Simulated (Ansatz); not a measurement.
Sn3Se:

```xyz
4
Lattice="4.7419 0.0000 0.0000 0.0000 4.7419 0.0000 0.0000 0.0000 4.7419" Properties=species:S:1:pos:R:3 pbc="T T T"
Sn    2.3709    2.3709    0.0000
Sn    2.3709    0.0000    2.3709
Sn    0.0000    2.3709    2.3709
Se    0.0000    0.0000    0.0000
```

The cell comes from a database or a generator and needn't be the stable form of this composition.

- Program: Ansatz 0.2.0
- Task: single point
- Functional: PBE
- Potentials or basis: Ansatz PAW
- Cutoff: 420 eV (not typed: the program's choice for these potentials)
- k mesh: 6 × 6 × 6
- Occupations: fermi-dirac, width 0.05 eV
- Spin: no spin polarisation

On this cell: pressure 0.3 GPa; largest force zero by symmetry; band gap on the k mesh none (metal or under the smearing width).

The same run follows on a disturbed copy (atoms moved at random, drawn with an rms of 0.05 Å):

```
CELL_PARAMETERS angstrom
4.74188 0.00000 0.00000
0.00000 4.74188 0.00000
0.00000 0.00000 4.74188
ATOMIC_POSITIONS crystal
Sn 0.50380 0.50400 0.99810
Sn 0.51121 0.99162 0.49897
Sn 0.00419 0.50945 0.51201
Se 0.00479 0.99229 0.99972
```

Question: What changes?

Answer: The energy (extrapolated to zero smearing) moves by +1.4 meV/atom; pressure 0.3 GPa; largest force 0.166 eV/Å; band gap on the k mesh none (metal or under the smearing width).

Forces on the atoms (eV/Å):
```
Sn  -0.038 -0.102  0.071
Sn  -0.006  0.146 -0.079
Sn   0.035 -0.079 -0.011
Se   0.009  0.035  0.019
```
